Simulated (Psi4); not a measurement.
# One shape, several levels: triplet AlSiNH6O

Wanted: a comparison of 4 runs (U-wB97M-V/6-31G*, U-wB97X-V/6-31G*, UHSE06/6-31G*, UTPSSh/6-31G*) of triplet AlSiNH6O. 

The calculation is run with Psi4 1.11.

1 further run of the same task is left out (set aside as unsound or not needed).

## 1. The structure to begin with

AlSiNH6O: 10 atoms, total charge 0, spin state triplet. As SMILES of the parent species, `O[SiH2][NH][AlH2]`. Geometry: relaxed at PBE0-D4/def2-TZVP. This is one conformer, not always the lowest. That shape belongs to the parent species and isn't relaxed for this state.

Bond lengths: O1–Si2 1.650 Å, Si2–N3 1.711 Å, N3–Al4 1.785 Å, O1–H5 0.958 Å, Si2–H6 1.486 Å, Si2–H7 1.491 Å, N3–H8 1.013 Å, Al4–H9 1.580 Å, Al4–H10 1.583 Å. Some angles: O1–Si2–N3 109.6°, Si2–N3–Al4 128.8°, O1–Si2–H6 111.3°, O1–Si2–H7 107.7°, N3–Si2–H6 106.5°, N3–Si2–H7 112.1°, Si2–O1–H5 117.1°, Si2–N3–H8 114.7°, Al4–N3–H8 116.5°, N3–Al4–H9 118.3°.

## 2. The energy at U-wB97M-V/6-31G(d) (spherical functions) (run 1)

The input, calc.py:

```python
import psi4

psi4.set_memory('2200 MB')
psi4.set_num_threads(1)
psi4.core.set_output_file('psi4.out', False)

m = psi4.geometry("""
0 3
O     -1.817400    -0.693800    -1.056500
Si    -0.576600     0.373900    -0.851600
N      0.693300    -0.382300     0.009600
Al     1.233300    -0.094800     1.686300
H     -2.399800    -0.547900    -1.803100
H     -1.000200     1.543800    -0.039500
H     -0.142800     0.831300    -2.203200
H      1.159400    -1.127800    -0.493000
H      0.508400     1.030600     2.525200
H      2.425400    -0.984200     2.228700
units angstrom
symmetry c1
""")

options = {'reference': 'uks', 'puream': True, 'e_convergence': 1e-09, 'd_convergence': 1e-08, 'scf_type': 'pk', 'dft_radial_points': 99, 'dft_spherical_points': 590, 'maxiter': 100}
psi4.set_options(options)

E = psi4.energy("wb97m-v/6-31G*")
print(f'total energy {E:.8f} hartree = {E * 27.211386:.5f} eV')
```

Started as:

```
$ python calc.py
```

psi4.out:

```text
[...]
  Running in c1 symmetry.
[...]
  Nuclear repulsion =  207.762866418243391
[...]
  Multiplicity = 3
[...]
  Nalpha       = 25
  Nbeta        = 23
[...]
    Number of basis functions: 76
[...]
   @UKS iter   1:  -664.90647897387976   -4.27516e-01   1.10399e-02 DIIS/ADIIS
[...]
   @UKS iter  30:  -665.23923258678747   -2.27374e-12   3.33134e-09 DIIS
[...]
   @S^2 Observed:                2.005075548E+00
[...]
    Orbital Energies [Eh]
    ---------------------
    Alpha Occupied:
       1A    -66.491102     2A    -56.253354     3A    -19.396682
       4A    -14.644416     5A     -5.527708     6A     -4.246341
       7A     -3.842477     8A     -3.841349     9A     -3.839299
      10A     -2.761413    11A     -2.760268    12A     -2.755908
      13A     -1.179362    14A     -1.094005    15A     -0.746615
      16A     -0.682040    17A     -0.643180    18A     -0.593034
      19A     -0.548769    20A     -0.522128    21A     -0.493604
      22A     -0.446042    23A     -0.436335    24A     -0.360480
      25A     -0.146989
    Alpha Virtual:
[...]
  @UKS Final Energy:  -665.23923258678747
   => Energetics <=
    Nuclear Repulsion Energy =            207.7628664182433909
    One-Electron Energy =               -1331.7023167572317561
    Two-Electron Energy =                 501.1793910242870993
    DFT Exchange-Correlation Energy =     -42.6746480365670209
    Empirical Dispersion Energy =           0.0000000000000000
    VV10 Nonlocal Energy =                  0.1954747644806328
    Total Energy =                       -665.2392325867876934
[...]
 Multipole Moments:
 ------------------------------------------------------------------------------------
     Multipole            Electronic (a.u.)      Nuclear  (a.u.)        Total (a.u.)
 ------------------------------------------------------------------------------------
 L = 1.  Multiply by 2.5417464519 to convert [e a0] to [Debye]
 Dipole X            :         -0.5676051           -0.5649356           -1.1325407
 Dipole Y            :         -1.3854427            1.1974702           -0.1879725
 Dipole Z            :         -1.4528965           -1.6518771           -3.1047735
 Magnitude           :                                                    3.3102267
[...]
```

Standard output:

```text
total energy -665.23923259 hartree = -18102.08154 eV
```

Run time: 14 min. Hardware: 1 thread of Intel Xeon Platinum 8259CL at 2.50GHz (Skylake/Cascade Lake), shared host; peak memory 1.6 GiB.

## 3. The energy at U-wB97X-V/6-31G(d) (spherical functions) (run 2)

The input, job.dat:

```
memory 2200 MB

molecule {
  0 3
  O
  Si 1 R2
  N 2 R3 1 A3
  Al 3 R4 2 A4 1 D4
  H 1 R5 2 A5 3 D5
  H 2 R6 1 A6 5 D6
  H 2 R7 6 A7 3 D7
  H 3 R8 2 A8 6 D8
  H 4 R9 3 A9 8 D9
  H 4 R10 9 A10 3 D10

  R2 = 1.649713
  R3 = 1.710599
  A3 = 109.55935
  R4 = 1.784819
  A4 = 128.78127
  D4 = -108.97112
  R5 = 0.958065
  A5 = 117.09347
  D5 = -154.70439
  R6 = 1.485803
  A6 = 111.28787
  D6 = 87.74533
  R7 = 1.491382
  A7 = 109.68107
  D7 = -121.50782
  R8 = 1.012732
  A8 = 114.66012
  D8 = -172.29269
  R9 = 1.579797
  A9 = 118.34447
  D9 = -178.30513
  R10 = 1.58314
  A10 = 124.3184
  D10 = 179.37586
  units angstrom
  symmetry c1
}

set {
  reference            uks
  puream               true
  e_convergence        1e-09
  d_convergence        1e-08
  scf_type             pk
  dft_radial_points    99
  dft_spherical_points 590
  maxiter              100
}

E, wfn = energy("wb97x-v/6-31G*", return_wfn=True)
```

Started as:

```
$ psi4 job.dat job.out -n 1
```

job.out:

```text
[...]
  Running in c1 symmetry.
[...]
  Nuclear repulsion =  207.762865747982545
[...]
  Multiplicity = 3
[...]
  Nalpha       = 25
  Nbeta        = 23
[...]
    Number of basis functions: 76
[...]
   @UKS iter   1:  -664.86696989011898   -4.68545e-01   1.08859e-02 ADIIS/DIIS
[...]
   @UKS iter  28:  -665.19793008226998   -7.27596e-12   5.87531e-09 DIIS
[...]
   @S^2 Observed:                2.007985786E+00
[...]
    Orbital Energies [Eh]
    ---------------------
    Alpha Occupied:
       1A    -66.226010     2A    -56.006792     3A    -19.279366
       4A    -14.554686     5A     -5.476350     6A     -4.198854
       7A     -3.827698     8A     -3.826350     9A     -3.823848
      10A     -2.744390    11A     -2.744040    12A     -2.738760
      13A     -1.183920    14A     -1.110015    15A     -0.756047
      16A     -0.690756    17A     -0.652194    18A     -0.603231
      19A     -0.564202    20A     -0.530673    21A     -0.500544
      22A     -0.454249    23A     -0.443035    24A     -0.363268
      25A     -0.158420
    Alpha Virtual:
[...]
  @UKS Final Energy:  -665.19793008226998
   => Energetics <=
    Nuclear Repulsion Energy =            207.7628657479825449
    One-Electron Energy =               -1331.6623384965246260
    Two-Electron Energy =                 500.3214824407238552
    DFT Exchange-Correlation Energy =     -41.8155109199352921
    Empirical Dispersion Energy =           0.0000000000000000
    VV10 Nonlocal Energy =                  0.1955711454834936
    Total Energy =                       -665.1979300822699770
[...]
 Multipole Moments:
 ------------------------------------------------------------------------------------
     Multipole            Electronic (a.u.)      Nuclear  (a.u.)        Total (a.u.)
 ------------------------------------------------------------------------------------
 L = 1.  Multiply by 2.5417464519 to convert [e a0] to [Debye]
 Dipole X            :          1.5185840            0.8328509            2.3514350
 Dipole Y            :          0.1227865            1.9409121            2.0636986
 Dipole Z            :         -1.5599408            0.1449328           -1.4150081
 Magnitude           :                                                    3.4337073
[...]
```

It took 12 min on 1 thread of Intel Xeon Platinum 8259CL at 2.50GHz (Skylake/Cascade Lake), shared host; peak memory 1.4 GiB.

Run 3 isn't shown in full; the table further down has it.

## 4. A single-point energy at UTPSSh/6-31G(d) (spherical functions) (run 4)

The input, alh6nosi.inp:

```
memory 2.2 GB

molecule system {
  0 3
  O     -1.817400    -0.693800    -1.056500
  Si    -0.576600     0.373900    -0.851600
  N      0.693300    -0.382300     0.009600
  Al     1.233300    -0.094800     1.686300
  H     -2.399800    -0.547900    -1.803100
  H     -1.000200     1.543800    -0.039500
  H     -0.142800     0.831300    -2.203200
  H      1.159400    -1.127800    -0.493000
  H      0.508400     1.030600     2.525200
  H      2.425400    -0.984200     2.228700
  units angstrom
  symmetry c1
  no_reorient
  no_com
}

set globals {
  basis                6-31G*
  reference            uks
  puream               true
  e_convergence        1e-09
  d_convergence        1e-08
  scf_type             pk
  dft_radial_points    99
  dft_spherical_points 590
  maxiter              100
}

result, w = energy('tpssh', return_wfn=True)
oeprop(w, 'WIBERG_LOWDIN_INDICES', 'MAYER_INDICES', 'LOWDIN_CHARGES', title='TPSSH')
```

Started as:

```
$ psi4 -i alh6nosi.inp -o alh6nosi.out -n 1
```

alh6nosi.out:

```text
[...]
  Running in c1 symmetry.
[...]
  Nuclear repulsion =  207.762866418243419
[...]
  Multiplicity = 3
[...]
  Nalpha       = 25
  Nbeta        = 23
[...]
    Number of basis functions: 76
[...]
   @UKS iter   1:  -664.88112680320035    1.39236e-03   1.39008e-02 DIIS/ADIIS
[...]
   @UKS iter  22:  -665.38748218839714   -4.82032e-11   6.88006e-09 DIIS
[...]
   @S^2 Observed:                2.005308917E+00
[...]
    Orbital Energies [Eh]
    ---------------------
    Alpha Occupied:
       1A    -66.045400     2A    -55.879609     3A    -19.098712
       4A    -14.316611     5A     -5.273496     6A     -4.053781
       7A     -3.622179     8A     -3.621054     9A     -3.619305
      10A     -2.598753    11A     -2.596587    12A     -2.595655
      13A     -1.011408    14A     -0.886290    15A     -0.578929
      16A     -0.513685    17A     -0.481866    18A     -0.436293
      19A     -0.385026    20A     -0.365788    21A     -0.359989
      22A     -0.344641    23A     -0.314660    24A     -0.308737
      25A     -0.089552
    Alpha Virtual:
[...]
  @UKS Final Energy:  -665.38748218839714
   => Energetics <=
    Nuclear Repulsion Energy =            207.7628664182434193
    One-Electron Energy =               -1332.7357240582430222
    Two-Electron Energy =                 511.4434244626240229
    DFT Exchange-Correlation Energy =     -51.8580490110215422
    Empirical Dispersion Energy =           0.0000000000000000
    VV10 Nonlocal Energy =                  0.0000000000000000
    Total Energy =                       -665.3874821883970299
[...]
 Multipole Moments:
 ------------------------------------------------------------------------------------
     Multipole            Electronic (a.u.)      Nuclear  (a.u.)        Total (a.u.)
 ------------------------------------------------------------------------------------
 L = 1.  Multiply by 2.5417464519 to convert [e a0] to [Debye]
 Dipole X            :          1.5160937           -2.2208061           -0.7047124
 Dipole Y            :          6.4614672           -6.5734123           -0.1119451
 Dipole Z            :         -5.5177475            3.4578209           -2.0599266
 Magnitude           :                                                    2.1800112
[...]
```

Run time: 3.1 min. Hardware: 1 thread of Intel Xeon Platinum 8259CL at 2.50GHz (Skylake/Cascade Lake), shared host; peak memory 1.6 GiB.

## 5. All runs side by side

```csv
run,level,properties,energy (Eh),dipole moment (D),HOMO energy (eV),⟨S²⟩,wall time
1,U-wB97M-V/6-31G* (spherical functions),–,-665.239233,8.41,-4.00,2.005,14 min
2,U-wB97X-V/6-31G* (spherical functions),–,-665.197930,8.73,-4.31,2.008,12 min
3,UHSE06/6-31G* (spherical functions),"(mulliken, mayer, wiberg)",-665.000611,5.67,-2.47,2.006,2.2 min
4,UTPSSh/6-31G* (spherical functions),"(wiberg, mayer, lowdin)",-665.387482,5.54,-2.44,2.005,3.1 min
```

## 6. Results

| quantity | value |
| --- | --- |
| run 4: total energy | -665.38748 Eh |
| run 4: dipole moment | 5.54 D |
| run 4: HOMO energy (highest over α and β) | -2.44 eV |
| run 4: ⟨S²⟩ | 2.005 |

**Reading.** The dipole moment (its size) runs from 5.54 D (UTPSSh/6-31G*) to 8.73 D (U-wB97X-V/6-31G*). Totals of different functionals can't be ranked against each other. All runs together took 32 min, the longest 14 min.
